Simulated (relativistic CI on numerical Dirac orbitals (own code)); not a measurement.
**Bi LXIV (Bi⁶³⁺): levels and lines**

The task is the spectrum of Bi⁶³⁺: levels, purity of their labels, lifetimes and lines; runs with one setting changed show what the result hangs on.

Method: Dirac-Coulomb-Breit CI, KLI orbitals optimised for each configuration, model QED (radiative potential, 1s self-energy scaled to tabulated hydrogen-like ionisation energies). Code: relativistic CI on numerical Dirac orbitals (own code) version 4.

### 1 The system

* ion: Bi⁶³⁺ (Bi LXIV)
* nuclear charge: 83
* electrons: 20
* isotope: A = 209
* first configuration typed: [Ar] 3d2

Outer shells as boxes (Hund's rule):

first configuration typed
```
[Ar] core
3d [↑ ][↑ ][  ][  ][  ]
```

### 2 CI with the chosen configurations

The run's settings:

```ini
atom Bi  Z=83  charge=63  electrons=20
nucleus A=209  rms_radius_fm=5.5211
hamiltonian dirac-coulomb  breit=on  qed=on  c_scale=1
orbitals kli  potential=per-configuration
slater_scale 1
correlation none
mixing on
configurations
  [Ar] 3d2
  [Ne] 3s2 3p5 3d3
  [Ne] 3s 3p6 3d3
  [Ar] 3d 4s
  [Ar] 3d 4p
  [Ar] 3d 4d
  [Ne] 3s2 3p5 3d2 4s
  [Ar] 3d 4f
  [Ne] 3s2 3p5 3d2 4p
  [Ne] 3s2 3p5 3d2 4d
  [Ne] 3s 3p6 3d2 4s
  [Ar] 4s2
  [Ne] 3p6 3d3 4p
  [Ne] 3s 3p6 3d2 4p
  [Ar] 4s 4p
  [Ar] 3d 5s
  [Ar] 3d 5d
  [Ar] 3d 5g
  [Ne] 3p6 3d4
  [Ne] 3p5 3d5
  [Ne] 3p5 3d4 4s
  [Ne] 3p6 3d3 4s
  [Ne] 3p5 3d3 4s2
  [Ar] 4s 4d
  [Ne] 3s2 3p5 4s2 4d
  [Ar] 4p2
  [Ne] 3s2 3p5 4s 4p2
  [Ne] 3s 3p6 3d 4s2
  [Ne] 3s 3p6 4s2 4p
  [Ne] 3s 3p6 4s2 4d
end
```

The run is started by

```console
> python run_levels.py task.json out
```

task.json lists these runs, among others, and the program works through them in turn.

Results of the run (chosen fields of its result record, rounded):

```text
{
  "status": "converged",
  "levels [i, E_cm, J2, conf, term, w_term, jj, w_jj, g, tau_s]": [
    [0, 0, 4, "3s2 3p6 3d2", "3F", 0.7138, "3d3/2^2", 0.9974, 0.7637, "-"],
    [1, 231037.63, 0, "3s2 3p6 3d2", "3P", 0.6696, "3d3/2^2", 0.9942, "-", 0.03369],
    [2, 1013548.7, 6, "3s2 3p6 3d2", "3F", 0.9997, "3d3/2 3d5/2", 0.9997, 1.067, 5.325e-08],
    [3, 1113201.9, 4, "3s2 3p6 3d2", "3P", 0.4972, "3d3/2 3d5/2", 0.9969, 1.159, 1.121e-07],
    [4, 1145162.9, 8, "3s2 3p6 3d2", "1G", 0.7346, "3d3/2 3d5/2", 0.9937, 1.05, 6.325e-05],
    [5, 1163106.3, 2, "3s2 3p6 3d2", "3P", 0.9993, "3d3/2 3d5/2", 0.9993, 1.486, 9.177e-08],
    [6, 2103292.5, 8, "3s2 3p6 3d2", "3F", 0.7346, "3d5/2^2", 0.9937, 1.169, 4.068e-08],
    [7, 2187338, 4, "3s2 3p6 3d2", "1D", 0.4727, "3d5/2^2", 0.9989, 1.196, 3.9e-08],
    [8, 2421634, 0, "3s2 3p6 3d2", "1S", 0.6698, "3d5/2^2", 0.9942, "-", 2.865e-08],
    [9, 2566975.7, 4, "3s2 3p5 3d3", "3D*", 0.2772, "3p3/2^3 3d3/2^3", 0.9831, 1.074, 7.362e-11],
    [10, 2623652.1, 2, "3s2 3p5 3d3", "5D*", 0.2529, "3p3/2^3 3d3/2^3", 0.9605, 1.015, 4.916e-11],
    [11, 2655633.5, 0, "3s2 3p5 3d3", "3P*", 0.4752, "3p3/2^3 3d3/2^3", 0.9836, "-", 1.02e-08],
    [12, 2664649.1, 6, "3s2 3p5 3d3", "3F*", 0.2529, "3p3/2^3 3d3/2^3", 0.9874, 1.047, 1.76e-10],
    [13, 3490999.2, 6, "3s2 3p5 3d3", "5F*", 0.3849, "3p3/2^3 3d3/2^2 3d5/2", 0.9852, 1.257, 1.012e-10],
    [14, 3545078.2, 8, "3s2 3p5 3d3", "5G*", 0.3436, "3p3/2^3 3d3/2^2 3d5/2", 0.986, 1.18, 1.828e-10],
    [15, 3560445.1, 4, "3s2 3p5 3d3", "5S*", 0.2601, "3p3/2^3 3d3/2^2 3d5/2", 0.9871, 1.461, 7.609e-11],
    [16, 3592160.4, 4, "3s2 3p5 3d3", "5D*", 0.417, "3p3/2^3 3d3/2^2 3d5/2", 0.9705, 1.141, 3.626e-11],
    [17, 3606480.3, 2, "3s2 3p5 3d3", "5D*", 0.3994, "3p3/2^3 3d3/2^2 3d5/2", 0.9877, 0.9717, 4.435e-11],
    [18, 3621399.6, 10, "3s2 3p5 3d3", "3G*", 0.3262, "3p3/2^3 3d3/2^2 3d5/2", 0.9815, 1.133, 7.309e-11],
    [19, 3622053, 12, "3s2 3p5 3d3", "3H*", 0.4249, "3p3/2^3 3d3/2^2 3d5/2", 0.9948, 1.098, 0.02872],
    [20, 3632227.2, 6, "3s2 3p5 3d3", "3G*", 0.4261, "3p3/2^3 3d3/2^2 3d5/2", 0.9848, 1.034, 8.349e-11],
    [21, 3632994.1, 0, "3s2 3p5 3d3", "5D*", 0.3929, "3p3/2^3 3d3/2^2 3d5/2", 0.9712, "-", 9.281e-11],
    [22, 3639641.3, 8, "3s2 3p5 3d3", "3F*", 0.2871, "3p3/2^3 3d3/2^2 3d5/2", 0.9884, 1.061, 7.155e-11],
    [23, 3698374, 8, "3s2 3p5 3d3", "3G*", 0.3624, "3p3/2^3 3d3/2^2 3d5/2", 0.9879, 1.08, 2.397e-10],
    [24, 3716874, 4, "3s2 3p5 3d3", "3D*", 0.333, "3p3/2^3 3d3/2^2 3d5/2", 0.9855, 1.2, 1.003e-10],
    [25, 3725304.7, 2, "3s2 3p5 3d3", "3S*", 0.3265, "3p3/2^3 3d3/2^2 3d5/2", 0.987, 1.631, 3.213e-11],
    [26, 3727784, 6, "3s2 3p5 3d3", "3G*", 0.2597, "3p3/2^3 3d3/2^2 3d5/2", 0.9729, 1.129, 5.718e-11],
    [27, 3773051.9, 10, "3s2 3p5 3d3", "1H*", 0.3158, "3p3/2^3 3d3/2^2 3d5/2", 0.9887, 1.062, 2.251e-10],
    [28, 3895442, 8, "3s2 3p5 3d3", "3F*", 0.4212, "3p3/2^3 3d3/2^2 3d5/2", 0.9723, 1.211, 2.605e-10],
    [29, 3933842.7, 4, "3s2 3p5 3d3", "3P*", 0.2905, "3p3/2^3 3d3/2^2 3d5/2", 0.9763, 1.187, 5.445e-12],
    [30, 4013117.4, 2, "3s2 3p5 3d3", "3D*", 0.4293, "3p3/2^3 3d3/2^2 3d5/2", 0.9675, 0.7549, 5.941e-13],
    [31, 4015595, 6, "3s2 3p5 3d3", "3G*", 0.3434, "3p3/2^3 3d3/2^2 3d5/2", 0.9658, 1.036, 9.314e-13],
    [32, 4040142.3, 4, "3s2 3p5 3d3", "3F*", 0.4822, "3p3/2^3 3d3/2^2 3d5/2", 0.9803, 0.8474, 5.494e-13],
    [33, 4049383.5, 6, "3s2 3p5 3d3", "3G*", 0.3519, "3p3/2^3 3d3/2^2 3d5/2", 0.9786, 1.048, 9.485e-13],
    [34, 4296033.5, 2, "3s2 3p5 3d3", "3D*", 0.4024, "3p3/2^3 3d3/2^2 3d5/2", 0.9624, 0.9483, 4.292e-13],
    "... 365 more rows left out ..."
  ],
  "lines, the strongest and those to the lowest levels [upper, lower, type, S_au, A_per_s, branching]": [
    [2, 0, "M1", 4.68, 1.878e+07, 0.9999],
    [3, 0, "M1", 1.196, 8.902e+06, 0.9983],
    [4, 2, "M1", 1.793, 1.225e+04, 0.775],
    [5, 0, "M1", 0.09196, 1.301e+06, 0.1194],
    [5, 1, "M1", 1.317, 9.587e+06, 0.8799],
    [6, 2, "M1", 4.87, 1.889e+07, 0.7683],
    [7, 2, "M1", 0.4067, 3.548e+06, 0.1384],
    [91, 4, "E1", 0.111, 1.145e+13, 0.8113],
    [108, 6, "E1", 0.09444, 7.809e+12, 0.9958],
    [109, 6, "E1", 0.08391, 8.502e+12, 0.9995],
    [123, 19, "E1", 0.1151, 7.405e+12, 0.5914],
    [134, 38, "E1", 0.1089, 6.878e+12, 0.5571],
    [138, 39, "E1", 0.1333, 7.275e+12, 0.5864],
    [151, 69, "E1", 0.1149, 7.284e+12, 0.5957],
    [176, 0, "E2", 0.0001455, 2.843e+10, 0.2554],
    [211, 4, "E1", 0.004365, 1.506e+13, 0.6021],
    [240, 0, "E1", 0.004118, 4.11e+13, 0.9721],
    [242, 0, "E1", 0.006511, 3.913e+13, 0.9931],
    [244, 0, "E1", 0.01166, 5.023e+13, 0.9966],
    [247, 4, "E1", 0.004027, 1.532e+13, 0.6962],
    [251, 1, "E1", 0.00486, 4.888e+13, 0.9087],
    [305, 12, "E1", 0.006362, 2.174e+13, 0.8037],
    [319, 2, "E1", 0.01316, 4.387e+13, 0.9807],
    [322, 2, "E1", 0.00591, 2.541e+13, 0.6909],
    [322, 3, "E1", 0.002498, 1.061e+13, 0.2885],
    [324, 2, "E1", 0.003136, 1.891e+13, 0.7497],
    [329, 3, "E1", 0.003208, 1.918e+13, 0.6973],
    [333, 4, "E1", 0.01448, 3.931e+13, 0.9973],
    [334, 3, "E1", 0.003872, 1.659e+13, 0.533],
    [342, 3, "E1", 0.002478, 1.076e+13, 0.422],
    [343, 6, "E1", 0.005804, 2.233e+13, 0.7892],
    [344, 5, "E1", 0.004326, 2.619e+13, 0.928],
    [346, 4, "E1", 0.004878, 1.346e+13, 0.9927],
    [352, 4, "E1", 0.01294, 4.38e+13, 0.9707],
    [364, 4, "E1", 0.004569, 2.05e+13, 0.7253],
    [399, 19, "E1", 0.005536, 1.03e+13, 0.7583]
  ],
  "n_levels_all": 2053,
  "total_energy [Ha]": -17295.873559,
  "configurations [conf, odd, states, E_av_cm, breit_Ha, qed_Ha, corr_Ha]": [
    ["3s2 3p6 3d2", 0, 45, 1.3171e+06, 22.62, 17.71, "-"],
    ["3s2 3p5 3d3", 1, 720, 6.21923e+06, 22.39, 17.67, "-"],
    ["3s 3p6 3d3", 0, 240, 1.15692e+07, 22.47, 17.43, "-"],
    ["3s2 3p6 3d 4s", 0, 20, 2.27373e+07, 22.57, 17.82, "-"],
    ["3s2 3p6 3d 4p", 1, 60, 2.47942e+07, 22.6, 17.73, "-"],
    ["3s2 3p6 3d 4d", 0, 100, 2.67811e+07, 22.51, 17.72, "-"],
    ["3s2 3p5 3d2 4s", 1, 540, 2.75414e+07, 22.34, 17.78, "-"],
    ["3s2 3p6 3d 4f", 1, 140, 2.80594e+07, 22.45, 17.72, "-"],
    ["3s2 3p5 3d2 4p", 0, 1620, 2.96015e+07, 22.36, 17.69, "-"],
    ["3s2 3p5 3d2 4d", 1, 2700, 3.15822e+07, 22.28, 17.68, "-"],
    ["3s 3p6 3d2 4s", 0, 180, 3.29188e+07, 22.41, 17.54, "-"],
    ["3s2 3p6 4s2", 0, 1, 4.45437e+07, 22.53, 17.94, "-"],
    ["3p6 3d3 4p", 1, 720, 4.52257e+07, 22.28, 17.17, "-"],
    ["3s 3p6 3d2 4p", 1, 540, 3.4955e+07, 22.43, 17.45, "-"],
    "... 16 more rows left out ..."
  ],
  "radial 3s2 3p6 3d2 [Ha, bohr]": {"<r^-3>(3d)": 1088.5, "<r^1>(3d)": 0.14429, "<r^2>(3d)": 0.024063, "<r^4>(3d)": 0.00096428, "F2(3d,3d)": 3.2373, "F4(3d,3d)": 2.0944, "zeta(3d)": 1.91},
  "radial 3s2 3p5 3d3 [Ha, bohr]": {"<r^-3>(3p)": 6782.1, "<r^1>(3p)": 0.16115, "<r^2>(3p)": 0.030179, "<r^4>(3p)": 0.0014009, "zeta(3p)": 14.487, "<r^-3>(3d)": 1085.9, "<r^1>(3d)": 0.14443, "<r^2>(3d)": 0.024112, "<r^4>(3d)": 0.00096828, "F2(3d,3d)": 3.2338, "F4(3d,3d)": 2.0921, "F2(3p,3d)": 2.7777, "G1(3p,3d)": 2.9144, "G3(3p,3d)": 1.9566, "zeta(3d)": 1.8974},
  "ionisation_energy [eV]": 6977.17
}
```

It took 4.6 s on 1 thread of Arm Neoverse N1, shared host.

The lowest levels, by name:

| level | energy (eV) | LS purity (%) | jj purity (%) | radiative lifetime (s) |
| --- | --- | --- | --- | --- |
| 3d2 [3d3/2^2] J=2 | 0.00 | 71 | 100 | - |
| 3d2 [3d3/2^2] J=0 | 28.65 | 67 | 99 | 0.034 |
| 3d2 3F3 | 125.66 | 100 | 100 | 5.3e-08 |
| 3d2 [3d3/2 3d5/2] J=2 | 138.02 | 50 | 100 | 1.1e-07 |
| 3d2 [3d3/2 3d5/2] J=4 | 141.98 | 73 | 99 | 6.3e-05 |
| 3d2 3P1 | 144.21 | 100 | 100 | 9.2e-08 |
| 3d2 [3d5/2^2] J=4 | 260.78 | 73 | 99 | 4.1e-08 |
| 3d2 [3d5/2^2] J=2 | 271.20 | 47 | 100 | 3.9e-08 |
| 3d2 [3d5/2^2] J=0 | 300.24 | 67 | 99 | 2.9e-08 |
| 3p5 3d3 [3p3/2^3 3d3/2^3] J=2° | 318.26 | 28 | 98 | 7.4e-11 |
| 3p5 3d3 [3p3/2^3 3d3/2^3] J=1° | 325.29 | 25 | 96 | 4.9e-11 |
| 3p5 3d3 [3p3/2^3 3d3/2^3] J=0° | 329.26 | 48 | 98 | 1e-08 |
| 3p5 3d3 [3p3/2^3 3d3/2^3] J=3° | 330.37 | 25 | 99 | 1.8e-10 |
| 3p5 3d3 [3p3/2^3 3d3/2^2 3d5/2] J=3° | 432.83 | 38 | 99 | 1e-10 |

Where the configurations lie:

| configuration | levels among the lowest 60 | parity | lowest (eV) | highest (eV) |
| --- | --- | --- | --- | --- |
| 3d2 | 9 | even | 0.00 | 300.24 |
| 3p5 3d3 | 51 | odd | 318.26 | 631.19 |

Strongest E1 lines among the lowest 400 of 2053 levels, by gA:

| upper | lower | wavelength (nm) | A (1/s) |
| --- | --- | --- | --- |
| 3p5 3d2 4s [3p3/2^3 3d3/2 3d5/2 4s] J=5° (ii) | 3d2 [3d3/2 3d5/2] J=4 | 0.4079 | 3.93e+13 |
| 3p5 3d2 4s [3p3/2^3 3d3/2 3d5/2 4s] J=4° (ii) | 3d2 3F3 | 0.4072 | 4.39e+13 |
| 3p5 3d2 4s [3p3/2^3 3d3/2 3d5/2 4s] J=4° (v) | 3d2 [3d3/2 3d5/2] J=4 | 0.4051 | 4.38e+13 |
| 3p5 3d2 4s [3p3/2^3 3d3/2^2 4s] J=3° (ii) | 3d2 [3d3/2^2] J=2 | 0.4066 | 5.02e+13 |
| 3p5 3d2 4s [3p3/2^3 3d3/2^2 4s] J=2° (ii) | 3d2 [3d3/2^2] J=2 | 0.4070 | 3.91e+13 |
| 3p5 3d2 4s [3p3/2^3 3d3/2 3d5/2 4s] J=3° (ii) | 3d2 3F3 | 0.4068 | 2.54e+13 |
| 3d 4p [3d5/2 4p3/2] J=3° | 3d2 [3d5/2^2] J=4 | 0.4222 | 2.23e+13 |
| 3p5 3d2 4p [3p3/2^3 3d3/2^2 4p1/2] J=3 (ii) | 3p5 3d3 [3p3/2^3 3d3/2^3] J=3° | 0.4392 | 2.17e+13 |
| 3p5 3d2 4s [3p3/2^3 3d3/2 3d5/2 4s] J=5° (iii) | 3d2 [3d3/2 3d5/2] J=4 | 0.4057 | 1.35e+13 |
| 3p5 3d2 4s [3p3/2^3 3d3/2^2 4s] J=1° (iii) | 3d2 [3d3/2^2] J=0 | 0.4065 | 4.89e+13 |

[end of part 1 of 2]
